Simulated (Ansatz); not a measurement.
**BiTe3 (ReO3 type): equation of state**

The task here is to estimate one member of a computed series from the others.

Program: Ansatz 0.2.0. Level of theory: DFT PBE, scalar-relativistic, plane waves, PAW. These are calculated values, not measurements.

1 further run of the same task is left out (it didn't finish). Runs told in other sessions of the task aren't counted.

## The structure to begin with

Symmetry: Pm-3m, No. 221, cubic system. Conventional cell: a = 6.041 Å, b = 6.041 Å, c = 6.041 Å, α = 90.00°, β = 90.00°, γ = 90.00°. Bi (site symmetry m-3m) is surrounded by 6 Te at 3.02 Å. Te (site symmetry 4/mmm) has 2 Bi at 3.02 Å in its first shell of neighbours.

Coordinates:

```cif
data_structure
_symmetry_space_group_name_H-M 'Pm-3m'
_symmetry_Int_Tables_number 221
_cell_length_a 6.0413
_cell_length_b 6.0413
_cell_length_c 6.0413
_cell_angle_alpha 90.000
_cell_angle_beta 90.000
_cell_angle_gamma 90.000
_cell_volume 220.49
loop_
_atom_site_label
_atom_site_type_symbol
_atom_site_symmetry_multiplicity
_atom_site_Wyckoff_symbol
_atom_site_fract_x
_atom_site_fract_y
_atom_site_fract_z
_atom_site_occupancy
Bi1 Bi 1 a 0.00000 0.00000 0.00000 1
Te1 Te 3 d 0.50000 0.00000 0.00000 1
```

An earlier run at PBE left this cell at 55.122 Å³/atom and 0.00 GPa (6×6×6 mesh).

Volume factors to run: 0.980, 1.020, 0.960, 1.040, 1.070, 1.100, 0.945.

Set-up of the first run:

Contents of input.yaml:

```yaml
crystal:
  lattice:
    - [6.000727842, 0.0, 0.0]
    - [0.0, 6.000727842, 0.0]
    - [0.0, 0.0, 6.000727842]
  atoms:
    - { symbol: Bi, position: [0.0, 0.0, 0.0] }
    - { symbol: Te, position: [0.5, 0.0, 0.0] }
    - { symbol: Te, position: [0.0, 0.0, 0.5] }
    - { symbol: Te, position: [0.0, 0.5, 0.0] }
basis:
  ecutwfc: 420
  ecutrho_ratio: 4
kpoints:
  mp_grid: { grid: [6, 6, 6] }
hamiltonian:
  xc: pbe
scf:
  occupations: { method: gaussian, width: 0.05 }
output:
  forces: true
  stress: true
  eigenvalues: true
```

The run is started by

```sh
$ ansatz run input.yaml --threads 2 --pin off --max-ram 2662MiB --backend cpu --events-out ev --progress --plain --runs-dir out
```

Steps of the session up to this table: Scaling the volume by 0.980; Volume × 1.020; At 0.960 of the relaxed volume; At 1.040 of the relaxed volume; Volume × 1.070; Volume × 1.100; Scaling the volume by 0.945.

One of the session's tables, all rows but one given; the rest of the session is left out.

It belongs to the step «Energy and pressure against volume». 

```
volume (Å³/atom)  energy (meV/atom)  pressure (GPa)
          52.090              11.03            1.19
          52.917               5.81            0.84
          54.020               1.48            0.41
          55.122               0.00            0.00
          56.225               1.25           -0.37
          57.327               5.08           -0.73
          58.981                  ?               ?
          60.634              29.65           -1.58
```

Estimate the missing values for volume (Å³/atom) = 58.981.

Worked estimate for «energy (meV/atom)». A straight line through the neighbours (57.327, 5.08) and (60.634, 29.65) gives 5.08 + (29.65 − 5.08) × (58.981 − 57.327) / (60.634 − 57.327) = 17.37; a parabola fitted to 3 rows on both sides gives 14.92.

The run gave: energy (meV/atom): 15.13; pressure (GPa): -1.19. In «energy (meV/atom)» the line misses by +2.24 and the parabola by -0.21.

Caveats from the session: Warnings in the runs' records: xc potential rough in thin density.
